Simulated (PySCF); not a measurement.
# [(F)3Sn]2O: geometry, NMR shifts and electronic excitations

Wanted: the NMR shifts and electronic excitations of [(F)3Sn]2O, by calculation.

Computed with PySCF 2.14.0, with density-fitted response routines of our own, on a single molecule in the gas phase. Atoms count from 0, in the outputs and in this text.

### Step 1. The molecule as given

9 atoms, charge 0, multiplicity 1; geometry from: GFN2-xTB. The atoms were then displaced at random by about 0.03 Å, so the start is not that level's minimum.

Bonds of the start (Å): Sn0–F1 1.83, Sn0–F2 1.86, Sn0–F3 1.82, Sn0–O4 1.98, O4–Sn5 1.88, Sn5–F6 1.87, Sn5–F7 1.86, Sn5–F8 1.90.

### Step 2. Geometry optimisation at PBE0-D3(BJ)/def2-SVP

The job: settings as JSON, then the geometry in Å.

```
{"job": {"xc": "PBE0", "basis": "def2-SVP", "d3": "d3bj", "grid": 1, "maxiter": 40, "shake": 0.03, "kind": "geom"}, "charge": 0, "multiplicity": 1}
Sn     1.752040    -0.151960     0.578410
F      2.137900    -1.364620    -0.742020
F      2.821920     1.359890     0.454730
F      1.888430    -0.876270     2.245850
O     -0.052230     0.603750     0.248180
Sn    -1.710430     0.189710    -0.528240
F     -1.599600     0.418020    -2.380400
F     -2.130230    -1.593590    -0.187870
F     -2.975060     1.345640     0.285700
```

Run with:

```console
$ OMP_NUM_THREADS=1 python probes_run.py task.json out
```

This one command runs all jobs of the session in turn.

The program printed:

```text
step   0  E = -1101.85374585  max force = 0.052978
step   1  E = -1101.86550045  max force = 0.016995
step   2  E = -1101.86832054  max force = 0.004839
step   3  E = -1101.86879443  max force = 0.002044
step   4  E = -1101.86893631  max force = 0.001709
step   5  E = -1101.86904991  max force = 0.001526
step   6  E = -1101.86914794  max force = 0.001727
step   7  E = -1101.86923432  max force = 0.001466
step   8  E = -1101.86928131  max force = 0.000791
step   9  E = -1101.86931057  max force = 0.001518
step  10  E = -1101.86933681  max force = 0.002224
step  11  E = -1101.86934445  max force = 0.002485
step  12  E = -1101.86945572  max force = 0.001821
step  13  E = -1101.86959365  max force = 0.000743
step  14  E = -1101.86961257  max force = 0.001143
step  15  E = -1101.86964319  max force = 0.000932
step  16  E = -1101.86965332  max force = 0.000538
step  17  E = -1101.86964945  max force = 0.000338
step  18  E = -1101.86965476  max force = 0.000401
optimisation converged
```

Wall time 8.1 min (1 thread of Arm Neoverse N1, shared host); peak memory 0.63 GiB.

The steps of the relaxation:

| step | energy from step 0 (eV) | largest force component (eV/Å) |
| --- | --- | --- |
| 0 | 0.0000 | 2.7242 |
| 1 | -0.3199 | 0.8739 |
| 2 | -0.3966 | 0.2488 |
| 3 | -0.4095 | 0.1051 |
| 4 | -0.4134 | 0.0879 |
| 5 | -0.4164 | 0.0785 |
| 6 | -0.4191 | 0.0888 |
| 7 | -0.4215 | 0.0754 |
| 8 | -0.4227 | 0.0407 |
| 9 | -0.4235 | 0.0781 |
| 10 | -0.4243 | 0.1144 |
| 11 | -0.4245 | 0.1278 |
| 12 | -0.4275 | 0.0936 |
| 13 | -0.4312 | 0.0382 |
| 14 | -0.4318 | 0.0588 |
| 15 | -0.4326 | 0.0479 |
| 16 | -0.4329 | 0.0277 |
| 17 | -0.4328 | 0.0174 |
| 18 | -0.4329 | 0.0206 |

Close pairs (by a distance rule), those that changed most:

| bond | before (Å) | after (Å) | change (Å) |
| --- | --- | --- | --- |
| Sn0–F3 | 1.823 | 1.903 | +0.080 |
| Sn0–F1 | 1.834 | 1.913 | +0.079 |
| O4–Sn5 | 1.877 | 1.950 | +0.073 |
| Sn0–F2 | 1.856 | 1.903 | +0.047 |
| Sn5–F7 | 1.863 | 1.907 | +0.043 |
| Sn0–O4 | 1.984 | 1.946 | -0.038 |
| Sn5–F6 | 1.869 | 1.905 | +0.036 |
| Sn5–F8 | 1.897 | 1.903 | +0.006 |

The next job starts from the end point, and lists it.

| at the end point | value |
| --- | --- |
| point group (found at 0.08 Å tolerance) | C1 |
| rotational constants (GHz, main isotopes) | 1.474, 0.331, 0.326 |
| dipole moment (D) | 0.87 |

### Step 3. Nuclear shieldings: PBE0/def2-TZVP+pcSseg-1

The job: settings as JSON, then the geometry in Å.

```
{"job": {"kind": "nmr", "xc": "PBE0", "basis": {"default": "pcSseg-1", "Sn": "def2-TZVP"}}, "charge": 0, "multiplicity": 1}
Sn     1.588788    -0.018385     0.761960
F      1.659298    -1.285046    -0.669409
F      2.977436     1.277470     0.641199
F      1.813378    -0.913767     2.426257
O     -0.169721     0.789291     0.559784
Sn    -1.570381     0.168369    -0.647005
F     -1.061312     0.387238    -2.469916
F     -1.956282    -1.662983    -0.282596
F     -3.148464     1.188382    -0.345933
```

With the program's defaults for keys left out, this is: GIAO PBE0/pcSseg-1 Sn:def2-TZVP NMR shielding, scalar relativity only through core potentials, gas phase.

The program printed:

```text
coarse grid: 53032 points
cycle   1  E = -1100.7556292701  dE = -7.213e+01  |g| = 3.221e+00  |ddm| = 4.508e+01
cycle   2  E = -1100.5323486775  dE =  2.233e-01  |g| = 3.649e+00  |ddm| = 8.034e+00
cycle   3  E = -1102.2349009868  dE = -1.703e+00  |g| = 1.097e+00  |ddm| = 2.988e+00
cycle   4  E = -1102.4043746613  dE = -1.695e-01  |g| = 4.039e-01  |ddm| = 8.683e-01
cycle   5  E = -1102.4318813194  dE = -2.751e-02  |g| = 1.392e-01  |ddm| = 3.214e-01
cycle   6  E = -1102.4349164634  dE = -3.035e-03  |g| = 2.796e-02  |ddm| = 9.620e-02
cycle   7  E = -1102.4350393199  dE = -1.229e-04  |g| = 7.166e-03  |ddm| = 2.515e-02
cycle   8  E = -1102.4350454170  dE = -6.097e-06  |g| = 3.420e-03  |ddm| = 5.639e-03
cycle   9  E = -1102.4350472316  dE = -1.815e-06  |g| = 4.301e-04  |ddm| = 2.123e-03
final grid: 108920 points
cycle  10  E = -1102.4349023478  dE = -8.281e-07  |g| = 7.221e-04  |ddm| = 1.683e-03
cycle  11  E = -1102.4349021281  dE =  2.197e-07  |g| = 1.364e-03  |ddm| = 1.229e-03
cycle  12  E = -1102.4349024333  dE = -3.051e-07  |g| = 1.290e-04  |ddm| = 8.209e-04
cycle  13  E = -1102.4349024352  dE = -1.937e-09  |g| = 7.069e-05  |ddm| = 1.220e-04
cycle  14  E = -1102.4349024361  dE = -8.570e-10  |g| = 1.407e-05  |ddm| = 5.092e-05
converged SCF energy = -1102.4349024361

GIAO shielding tensors (ppm)
atom      isotropic    diamagn.    paramagn.     s11        s22        s33       span
  0 Sn         nan         nan         nan        nan        nan        nan        nan
  1 F      326.052     472.847    -146.795    253.835    278.460    445.861    192.026
  2 F      340.129     471.223    -131.094    282.241    289.713    448.433    166.191
  3 F      338.000     471.611    -133.611    278.449    288.603    446.946    168.497
  4 O      262.002     397.517    -135.515    226.303    269.333    290.370     64.066
  5 Sn         nan         nan         nan        nan        nan        nan        nan
  6 F      333.635     472.186    -138.551    275.072    281.461    444.371    169.299
  7 F      332.809     472.310    -139.502    275.942    277.556    444.928    168.986
  8 F      342.632     470.937    -128.305    286.236    292.229    449.431    163.195
```

Run time: 84 s. Hardware: 1 thread of Arm Neoverse N1, shared host; peak memory 1.2 GiB.

The references, computed at this level on geometries of the same kind, shield at (ppm): ¹⁹F CFCl3 177.2, ¹⁷O H2O 334.6. Their shielding less the atom's gives the shift. The references are single molecules in the gas phase, so shifts against H2O, NH3, PH3, H3PO4 or CFCl3 are not on the usual liquid scales and can be off by tens of ppm. Atoms listed in one row are averaged.

| atoms | environment | σ (ppm) | δ (ppm) |
| --- | --- | --- | --- |
| F1, F2, F3, F6, F7, F8 | fluorine bonded to Sn | 335.5 | -158.3 |
| O4 | oxygen bonded to 2 Sn | 262.0 | 72.6 |

Atoms past Kr carry core potentials, so their printed shieldings have no meaning and are left out of the table.

Charges from the same density, by scheme (e):

| atoms | Mulliken | ESP fit |
| --- | --- | --- |
| Sn0, Sn5 | 1.63 | 1.37 |
| F1, F2, F3, F6, F7, F8 | -0.42 | -0.36 |
| O4 | -0.75 | -0.62 |

Mayer bond orders: Sn0–F1 0.87, Sn0–F2 0.93, Sn0–F3 0.92, Sn0–O4 0.89, O4–Sn5 0.87, Sn5–F6 0.92, Sn5–F7 0.91, Sn5–F8 0.92.

With diffuse functions Mulliken charges and Mayer bond orders lose their meaning; the other schemes are steadier.

The fields below are evaluated on a grid from the run's orbitals.

Frontier orbitals at PBE0/def2-TZVP+pcSseg-1, with the share of their density that lies nearest to each atom:

| orbital | energy (eV) | lies on |
| --- | --- | --- |
| HOMO | -11.23 | O4 87 % |
| LUMO | -4.43 | Sn0, Sn5 about 20 % each; O4 16 %; 4 F atoms about 8 % each |

ELF in a plane through or near 3 of the atoms.

Ten even steps from ' ' (0.00) to '@' (0.86):
```
                                                        
                                                        
                                                        
            ......                                      
        ..::++**==::                                    
        --**@@@@%%==                ....                
      ..++%%@@%%@@++..  ..::::    ......                
      ..++%%@@%%##::....==++++--........                
        --++##**::====..**%%%%++..====::..::::..        
          ......++@@%%::**@@@@**--@@@@==::====::        
              ..++%%%%::**@@@@++--%%%%==::====--        
          ::====::----..++####==..====..::--::::        
        --++@@@@%%--....::==--..........                
        ==##@@**##%%::    ..      ......                
        ::++@@@@@@%%--            ..::..                
        ..::++%%##++::              ..                  
            ..::::..                                    
                                                        
                                                        
                                                        
```
The map spans 11.4 Å across and 8.4 Å up, centred on the molecule. Atoms in the plane (x, y in Å): F2 (-2.9, 1.4), F3 (-2.7, -1.6), Sn5 (1.7, 0.0).

On the surface of density 0.002 e/bohr³ the electrostatic potential runs, from the 1st to the 99th percentile, from -0.63 V near F7 to 3.72 V near Sn0.

### Step 4. Excited states and response: CAM-B3LYP/def2-SVPD

The job, as its differences from that of step 3:

```diff
@@ -1,2 +1,2 @@
-{"job": {"kind": "nmr", "xc": "PBE0", "basis": {"default": "pcSseg-1", "Sn": "def2-TZVP"}}, "charge": 0, "multiplicity": 1}
+{"job": {"kind": "uv", "xc": "CAM-B3LYP", "basis": "def2-SVPD", "ip": true, "nstates": 10}, "charge": 0, "multiplicity": 1}
 Sn     1.588788    -0.018385     0.761960
```

Method: TDDFT CAM-B3LYP/def2-SVPD, vertical, gas phase, core orbitals frozen in the response.

The program printed:

```text
coarse grid: 53032 points
cycle   1  E = -1100.7751353507  dE = -4.590e+01  |g| = 3.058e+00  |ddm| = 1.916e+01
cycle   2  E = -1101.3118709031  dE = -5.367e-01  |g| = 2.549e+00  |ddm| = 1.765e+01
cycle   3  E = -1102.1961144018  dE = -8.842e-01  |g| = 1.070e+00  |ddm| = 4.264e+00
cycle   4  E = -1102.3903087794  dE = -1.942e-01  |g| = 2.045e-01  |ddm| = 1.319e+00
cycle   5  E = -1102.3971668882  dE = -6.858e-03  |g| = 9.942e-02  |ddm| = 2.697e-01
cycle   6  E = -1102.3988445715  dE = -1.678e-03  |g| = 1.115e-02  |ddm| = 1.084e-01
cycle   7  E = -1102.3988771339  dE = -3.256e-05  |g| = 5.741e-03  |ddm| = 2.416e-02
cycle   8  E = -1102.3988829705  dE = -5.837e-06  |g| = 1.715e-03  |ddm| = 6.091e-03
final grid: 108920 points
cycle   9  E = -1102.3985067943  dE = -3.887e-07  |g| = 2.430e-03  |ddm| = 5.491e-03
cycle  10  E = -1102.3985058290  dE =  9.653e-07  |g| = 3.503e-03  |ddm| = 4.468e-03
cycle  11  E = -1102.3985077714  dE = -1.942e-06  |g| = 1.461e-04  |ddm| = 2.545e-03
cycle  12  E = -1102.3985077753  dE = -3.962e-09  |g| = 8.510e-05  |ddm| = 2.379e-04
cycle  13  E = -1102.3985077774  dE = -2.126e-09  |g| = 2.315e-05  |ddm| = 1.899e-04
cycle  14  E = -1102.3985077776  dE = -1.237e-10  |g| = 1.440e-05  |ddm| = 4.628e-05
converged SCF energy = -1102.3985077776

Static polarisability (au): isotropic 68.466, principal 61.674 63.077 80.646

Singlet excitations
state   eV       nm        f      main configurations
  1   5.4290    228.4   0.02291   H->L 0.96
  2   5.9807    207.3   0.04347   H-1->L 0.94
  3   6.7590    183.4   0.00004   H->L+1 0.67, H-5->L 0.11
  4   6.8057    182.2   0.00006   H-3->L 0.66, H-3->L+1 0.18
  5   6.8335    181.4   0.00123   H-6->L 0.65, H-6->L+1 0.13
  6   6.8626    180.7   0.11305   H-2->L 0.47, H-4->L 0.25
  7   6.9115    179.4   0.21639   H-2->L 0.30, H-4->L 0.24, H-1->L+1 0.20
  8   6.9753    177.7   0.01484   H-11->L 0.28, H-10->L 0.22, H-7->L 0.17
  9   7.0209    176.6   0.00882   H-5->L 0.20, H->L+1 0.18, H-8->L 0.13
 10   7.0317    176.3   0.02601   H-8->L 0.38, H-9->L+1 0.11, H-12->L 0.10

Triplet excitations (Tamm-Dancoff, eV): 4.8890 5.1328 6.1216 6.3717
Vertical ionisation energy (delta-SCF) = 13.5277 eV
Vertical electron affinity (delta-SCF) = 2.8010 eV
```

Wall time 12 min (1 thread of Arm Neoverse N1, shared host); peak memory 1.4 GiB.

The orbitals next to the gap, with their largest atomic shares:

| orbital | eV | atoms |
| --- | --- | --- |
| HOMO−3 | -14.00 | F8 35 %, F7 33 %, F6 29 % |
| HOMO−2 | -13.85 | O4 22 %, F8 18 %, F6 12 % |
| HOMO−1 | -13.07 | O4 69 %, F1 12 %, F7 6 % |
| HOMO | -12.86 | O4 82 % |
| LUMO | -3.57 | Sn0 22 %, Sn5 18 %, O4 16 % |
| LUMO+1 | -2.24 | Sn5 19 %, Sn0 17 %, O4 16 % |
| LUMO+2 | 0.44 | Sn0 27 %, Sn5 17 %, O4 16 % |

With each of the 10 states as a Gaussian band of 0.4 eV half-width at 1/e, the curve within the window shown has maxima at 207 nm (ε 2,000), 179 nm (ε 15,000) L/(mol cm). Beyond the last state computed it falls off for lack of states. The curve at chosen wavelengths:

```json
{"nm": "169", "ε (L/mol/cm)": "5141"}
{"nm": "172", "ε (L/mol/cm)": "8966"}
{"nm": "176", "ε (L/mol/cm)": "13693"}
{"nm": "179", "ε (L/mol/cm)": "15193"}
{"nm": "183", "ε (L/mol/cm)": "13573"}
{"nm": "186", "ε (L/mol/cm)": "10572"}
{"nm": "190", "ε (L/mol/cm)": "6368"}
{"nm": "193", "ε (L/mol/cm)": "4065"}
{"nm": "197", "ε (L/mol/cm)": "2439"}
{"nm": "200", "ε (L/mol/cm)": "2019"}
{"nm": "204", "ε (L/mol/cm)": "1949"}
{"nm": "207", "ε (L/mol/cm)": "1976"}
{"nm": "211", "ε (L/mol/cm)": "1929"}
{"nm": "214", "ε (L/mol/cm)": "1821"}
{"nm": "218", "ε (L/mol/cm)": "1636"}
{"nm": "221", "ε (L/mol/cm)": "1498"}
{"nm": "225", "ε (L/mol/cm)": "1327"}
{"nm": "228", "ε (L/mol/cm)": "1202"}
{"nm": "232", "ε (L/mol/cm)": "1022"}
{"nm": "235", "ε (L/mol/cm)": "875"}
{"nm": "239", "ε (L/mol/cm)": "674"}
{"nm": "242", "ε (L/mol/cm)": "530"}
{"nm": "246", "ε (L/mol/cm)": "363"}
{"nm": "249", "ε (L/mol/cm)": "262"}
{"nm": "253", "ε (L/mol/cm)": "161"}
{"nm": "256", "ε (L/mol/cm)": "107"}
```

Leading natural transition orbitals of singlet state 7: the hole lies on F6, F7 about 32 % each; F1 13 %; F8 10 %; the particle on Sn5 29 %; O4 14 %; F6, F7, F8 about 12 % each.

Leading natural transition orbitals of singlet state 1: the hole lies on O4 90 %; the particle on Sn0, Sn5 about 20 % each; O4 19 %; 5 F atoms about 7 % each.

Further results of this job:

| property | computed |
| --- | --- |
| dipole moment (D) | 1.00 |
| polarisability (Å³) | 10.15 |
| HOMO–LUMO gap (eV) | 9.29 |
| −ε(HOMO) (eV) | 12.86 |

### Step 5. Shielding tensors: KT2/def2-TZVP+pcSseg-1

The job, as its differences from that of step 4:

```diff
@@ -1,2 +1,2 @@
-{"job": {"kind": "uv", "xc": "CAM-B3LYP", "basis": "def2-SVPD", "ip": true, "nstates": 10}, "charge": 0, "multiplicity": 1}
+{"job": {"kind": "nmr", "xc": "KT2", "basis": {"default": "pcSseg-1", "Sn": "def2-TZVP"}, "pop": false}, "charge": 0, "multiplicity": 1}
 Sn     1.588788    -0.018385     0.761960
```

Method: GIAO KT2/pcSseg-1 Sn:def2-TZVP NMR shielding, scalar relativity only through core potentials, gas phase.

The program printed:

```text
coarse grid: 53032 points
cycle   1  E = -1112.0387234541  dE = -7.098e+01  |g| = 3.646e+00  |ddm| = 4.389e+01
cycle   2  E = -1104.8745928284  dE =  7.164e+00  |g| = 6.130e+00  |ddm| = 1.228e+01
cycle   3  E = -1112.4898818588  dE = -7.615e+00  |g| = 3.074e+00  |ddm| = 8.191e+00
cycle   4  E = -1114.2219227701  dE = -1.732e+00  |g| = 5.910e-01  |ddm| = 1.954e+00
cycle   5  E = -1114.1600618040  dE =  6.186e-02  |g| = 8.833e-01  |ddm| = 1.315e+00
cycle   6  E = -1114.2997704685  dE = -1.397e-01  |g| = 9.331e-02  |ddm| = 7.031e-01
cycle   7  E = -1114.3002404420  dE = -4.700e-04  |g| = 7.497e-02  |ddm| = 9.931e-02
cycle   8  E = -1114.3010984222  dE = -8.580e-04  |g| = 2.112e-02  |ddm| = 5.607e-02
cycle   9  E = -1114.3011808434  dE = -8.242e-05  |g| = 3.715e-03  |ddm| = 1.615e-02
cycle  10  E = -1114.3011830356  dE = -2.192e-06  |g| = 5.453e-04  |ddm| = 2.349e-03
final grid: 108920 points
cycle  11  E = -1114.3007485051  dE = -2.165e-06  |g| = 8.927e-04  |ddm| = 3.286e-03
cycle  12  E = -1114.3007480224  dE =  4.827e-07  |g| = 1.872e-03  |ddm| = 2.096e-03
cycle  13  E = -1114.3007486082  dE = -5.857e-07  |g| = 4.387e-04  |ddm| = 1.529e-03
cycle  14  E = -1114.3007486346  dE = -2.644e-08  |g| = 2.372e-04  |ddm| = 4.366e-04
cycle  15  E = -1114.3007486447  dE = -1.012e-08  |g| = 4.285e-05  |ddm| = 1.790e-04
cycle  16  E = -1114.3007486450  dE = -2.242e-10  |g| = 2.336e-05  |ddm| = 4.473e-05
converged SCF energy = -1114.3007486450

GIAO shielding tensors (ppm)
atom      isotropic    diamagn.    paramagn.     s11        s22        s33       span
  0 Sn         nan         nan         nan        nan        nan        nan        nan
  1 F      276.099     474.229    -198.129    180.796    213.877    433.626    252.830
  2 F      293.779     472.642    -178.863    218.923    223.808    438.605    219.682
  3 F      290.798     473.075    -182.277    214.168    221.376    436.849    222.682
  4 O      214.411     398.626    -184.215    171.747    220.343    251.144     79.397
  5 Sn         nan         nan         nan        nan        nan        nan        nan
  6 F      284.756     473.701    -188.946    207.948    212.531    433.787    225.839
  7 F      283.893     473.807    -189.914    207.363    210.074    434.242    226.879
  8 F      297.665     472.282    -174.617    225.336    227.914    439.746    214.410
```

Run time: 78 s. Hardware: 1 thread of Arm Neoverse N1, shared host; peak memory 1.1 GiB.

This run: δ F1 -149.3, O4 116.2 ppm (means over like atoms).

### Step 6. Comparing the runs: NMR shifts

Shifts (ppm), means over like atoms, with basis size and wall time:

| run | F1 | O4 | functions | time |
| --- | --- | --- | --- | --- |
| PBE0/def2-TZVP+pcSseg-1 | -158.3 | 72.6 | 219 | 84 s |
| KT2/def2-TZVP+pcSseg-1 | -149.3 | 116.2 | 219 | 78 s |

### Step 7. Outcome

```
                                                                           quantity                        value
                                                                        point group                           C1
                                               rotational constants (main isotopes)         1.47, 0.33, 0.33 GHz
¹⁹F shifts against CFCl3 (PBE0/def2-TZVP+pcSseg-1, means over atoms taken as alike)                   -158.3 ppm
                                   ¹⁷O shifts against H2O (PBE0/def2-TZVP+pcSseg-1)                     72.6 ppm
                                              surface potential, 1st and 99th percentile           -0.63 V and 3.72 V
                                               lowest singlet (CAM-B3LYP/def2-SVPD)  5.43 eV (228 nm), f = 0.023
                                           brightest single state of those computed  state 7, 6.91 eV, f = 0.216
                                                                     lowest triplet                      4.89 eV
                                                  vertical ionisation energy (ΔSCF)                     13.53 eV
                                                  vertical electron affinity (ΔSCF)                      2.80 eV
                                                           range of the shift of O4            72.6 to 116.2 ppm
```

The start was shaken at random, so part of the energy gained undoes that. Relaxing lowered the energy by 0.433 eV in 18 steps; the close pair that moved most is Sn0–F3, from 1.823 to 1.903 Å. At PBE0/def2-TZVP+pcSseg-1: Shielding is most anisotropic at F1, F2, F3, F6, F7, F8 (span 171 ppm, paramagnetic term -136 ppm). At PBE0/def2-TZVP+pcSseg-1, counted by nearest atom on the grid, the HOMO lies on O4 87 %, the LUMO on Sn0, Sn5 about 20 % each; O4 16 %. The lowest singlet, at 5.43 eV, is HOMO→LUMO 0.96 and is weak; of the 10 states computed, the strongest absorption comes from state 7 at 6.91 eV. The lowest triplet lies 0.54 eV below the lowest singlet (triplets in Tamm-Dancoff, singlets in full TDDFT). Spin-orbit coupling, left out, mixes singlets and triplets in elements this heavy. The orbital energy would give 12.86 eV for ionisation, ΔSCF gives 13.53 eV. In ppm, O4 moves most: its shift spreads over 43.7 ppm, from 72.6 (PBE0/def2-TZVP+pcSseg-1) to 116.2 (KT2/def2-TZVP+pcSseg-1). Spin-orbit coupling is left out, which matters for shieldings and couplings at and beside the heavy atoms.
